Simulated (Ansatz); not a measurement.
# ClH2InS (SMILES [SH][InH][Cl]): one structure at several levels

An exercise on one series of results from a longer session: the logs are not shown, and one member is left open.

Method: single points in def2-TZVPP; program: Ansatz 0.2.0, Gaussian basis.

Cores are frozen in the correlated methods. Filled d shells of the heavier atoms are correlated. Core potentials replace the inner electrons past krypton, and spin-orbit coupling is left out. B3LYP uses VWN-RPA correlation.

### The starting structure

SMILES `[SH][InH][Cl]`, 5 atoms, charge 0, spin multiplicity 1.

Atoms are counted from 1 here; the program's logs count them from 0.

Bond lengths: S1–In2 2.429 Å, S1–H4 1.439 Å, In2–Cl3 2.325 Å, In2–H5 1.849 Å. Angles: In2–S1–H4 88.3°, S1–In2–Cl3 115.3°, S1–In2–H5 125.3°, Cl3–In2–H5 119.3°.

Geometry (Å):

```xyz
5
ClH2InS
S    -1.0851   -1.2303    1.0229
In    0.5578   -0.1198   -0.3807
Cl    0.2337    2.1636   -0.6716
H    -1.7514    0.0368    1.1732
H     2.0284   -0.9318   -1.1532
```

The first run:

run/in.yaml reads:

```yaml
crystal:
  periodic: [false, false, false]
  atoms:
    - {symbol: S, position_ang: [-1.085100, -1.230300, 1.022900]}
    - {symbol: In, position_ang: [0.557800, -0.119800, -0.380700]}
    - {symbol: Cl, position_ang: [0.233700, 2.163600, -0.671600]}
    - {symbol: H, position_ang: [-1.751400, 0.036800, 1.173200]}
    - {symbol: H, position_ang: [2.028400, -0.931800, -1.153200]}
basis:
  gaussian: {orbitals: def2-TZVPP}
correlation: {method: ccsd_t}
output: {forces: true}
```

No record of the launch command was kept for these runs.

Among the steps run: CCSD(T)/def2-TZVPP; PBE0-D4/def2-TZVPP; wB97M-V/def2-TZVPP; r2SCAN-D4/def2-TZVPP; PBE-D4/def2-TZVPP; B3LYP-D4/def2-TZVPP; revPBE-D4/def2-TZVPP.

One table of the session follows, with a row left open; its other results are not shown here.

```
   method  RMS force component (eV/Å)  angle to CCSD(T) forces (°)  dipole (D)
  CCSD(T)                       0.919                    reference        1.25
  PBE0-D4                       0.916                          1.1        1.22
  wB97M-V                           ?                            ?           ?
r2SCAN-D4                       0.901                          1.9        1.20
   PBE-D4                       0.803                          8.1        1.14
 B3LYP-D4                       0.905                          7.8        1.21
revPBE-D4                       0.806                         11.6        1.13
```

**Question.** Estimate the row for wB97M-V.

The run gave: RMS force component (eV/Å): 0.957; angle to CCSD(T) forces (°): 1.6; dipole (D): 1.24. In the column «RMS force component (eV/Å)» it is the highest.
